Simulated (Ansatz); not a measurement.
What does this script print? It uses the Ansatz DFT code, driven from Python.

The script, `sr3bip_xc.py`:
```python
"""Functional comparison for Sr3BiP (totals differ with the potentials too)."""

import ansatz
from tabulate import tabulate

config = {
    "ecut": 260,
    "kmesh": (5, 5, 5),
}

cell = (
    ansatz.Lattice.of([5.776749, 0.0, 0.0], [0.0, 5.776749, 0.0], [0.0, 0.0, 5.776749])
    .atom("Sr", [0.0, 0.5, 0.5])
    .atom("Sr", [0.5, 0.0, 0.5])
    .atom("Sr", [0.5, 0.5, 0.0])
    .atom("Bi", [0.0, 0.0, 0.0])
    .atom("P", [0.5, 0.5, 0.5])
)

calculation = (
    cell.calculation()
    .basis(config["ecut"], density_ratio=4)
    .pseudopotentials("paw")
    .occupations(ansatz.OccupationsMethod.FERMI_DIRAC)
    .kpoints(mesh=config["kmesh"], center="monkhorst-pack")
    .eigensolver("davidson")
    .scf(lower_state_search="standard")
    .stress()
)

rows = []
for value in ["pbesol", "lda", "blyp"]:
    data = calculation.functional(value).run(threads=1).report
    rows.append((value, data["free_energy_ev"] / len(data["lattice"]["sites"]), data["n_iterations"], sum(data["stress_gpa"][i][i] for i in range(3)) / 3, data["n_kpoints"]))

print(tabulate(rows, headers=["functional", "F/atom (eV)", "iterations", "P (GPa)", "k-points"], floatfmt=".4f", tablefmt="simple"))
```

```console
$ python sr3bip_xc.py
DeckWarning: basis.ecutwfc = 260 eV is below the records' recommended 420 eV, and the density's cutoff is lower with it unless basis.ecutrho_ratio is high enough to keep the records' density cutoff: compare with a run at a higher cutoff
DeckWarning: basis.ecutrho_ratio = 4 (ecutrho = 1040 eV) is below the records' recommended 1680 eV
functional      F/atom (eV)    iterations    P (GPa)    k-points
------------  -------------  ------------  ---------  ----------
pbesol           -4692.4837             7    -1.3268          10
lda              -4629.7030             7    -2.4209          10
blyp             -4771.8301             8     1.1292          10
```
(Warnings from the package without file and line.)

Notes:
- The cutoff lies under the one recommended for these potentials.
- Under the recommended cutoff a pressure can be off by several GPa, even in sign.
- Pressure is positive in compression.
- Spin-orbit coupling, which matters for elements this heavy, is left out.
- This cell is a computed structure, which may not be the phase found in nature.
- Total energies of different functionals can't be compared; pressures, moments and gaps at this one structure can.
- Timing: 8.7 s on 1 thread of Intel(R) Xeon(R) Platinum 8488C (Sapphire Rapids) (shared host), peak memory 0.44 GiB.
